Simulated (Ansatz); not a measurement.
# Si3B4: the cost of one run

Method: DFT PBE, scalar-relativistic, plane waves, PAW, in Ansatz 0.2.0.

## Step 1: The structure to begin with

It takes space group Fm-3m (No. 225, cubic). Conventional cell: a = 9.310 Å, b = 9.310 Å, c = 9.310 Å, α = 90.00°, β = 90.00°, γ = 90.00°. Si (site symmetry mmm) has 4 B at 1.94 Å as nearest neighbours. B (site symmetry 3m) has 3 Si at 1.94 Å as nearest neighbours.

Structure file:

```
Si B
1.0
     0.00000    4.65509    4.65509
     4.65509    0.00000    4.65509
     4.65509    4.65509    0.00000
Si B
6 8
Direct
  0.50000 0.00000 0.50000
  0.50000 0.00000 0.00000
  0.00000 0.00000 0.50000
  0.00000 0.50000 0.00000
  0.00000 0.50000 0.50000
  0.50000 0.50000 0.00000
  0.85757 0.42729 0.85757
  0.14243 0.14243 0.14243
  0.85757 0.85757 0.85757
  0.57271 0.14243 0.14243
  0.85757 0.85757 0.42729
  0.42729 0.85757 0.85757
  0.14243 0.14243 0.57271
  0.14243 0.57271 0.14243
```

A structure generator made this guess: 3-, 4-connected net, the two elements on its two kinds of vertex (Fm-3m, No. 225). The dimensions are guesses.

## Step 2: Probe: one point on a coarse mesh

The input, input.yaml:

```yaml
crystal:
  lattice:
    - [0.0, 4.65508638, 4.65508638]
    - [4.65508638, 0.0, 4.65508638]
    - [4.65508638, 4.65508638, 0.0]
  atoms:
    - { symbol: Si, position: [0.5, 0.0, 0.5] }
    - { symbol: Si, position: [0.5, 0.0, 0.0] }
    - { symbol: Si, position: [0.0, 0.0, 0.5] }
    - { symbol: Si, position: [0.0, 0.5, 0.0] }
    - { symbol: Si, position: [0.0, 0.5, 0.5] }
    - { symbol: Si, position: [0.5, 0.5, 0.0] }
    - { symbol: B, position: [0.857569, 0.427293, 0.857569] }
    - { symbol: B, position: [0.142431, 0.142431, 0.142431] }
    - { symbol: B, position: [0.857569, 0.857569, 0.857569] }
    - { symbol: B, position: [0.572707, 0.142431, 0.142431] }
    - { symbol: B, position: [0.857569, 0.857569, 0.427293] }
    - { symbol: B, position: [0.427293, 0.857569, 0.857569] }
    - { symbol: B, position: [0.142431, 0.142431, 0.572707] }
    - { symbol: B, position: [0.142431, 0.572707, 0.142431] }
basis:
  ecutwfc: 420
kpoints:
  mp_grid: { grid: [4, 4, 4] }
hamiltonian:
  xc: pbe
scf:
  occupations: { method: gaussian, width: 0.1 }
  lower_state_search: "off"
output:
  forces: true
  stress: true
  eigenvalues: true
```

Started as:

```sh
$ ansatz run input.yaml --threads 1 --pin off --max-ram 2560MiB --backend cpu --events-out ev --progress --plain --runs-dir out
```

Q: Estimate wall time and peak memory on 1 thread of Arm Neoverse N1, shared host.

About 9.7 s, with a peak of 0.4 GiB.
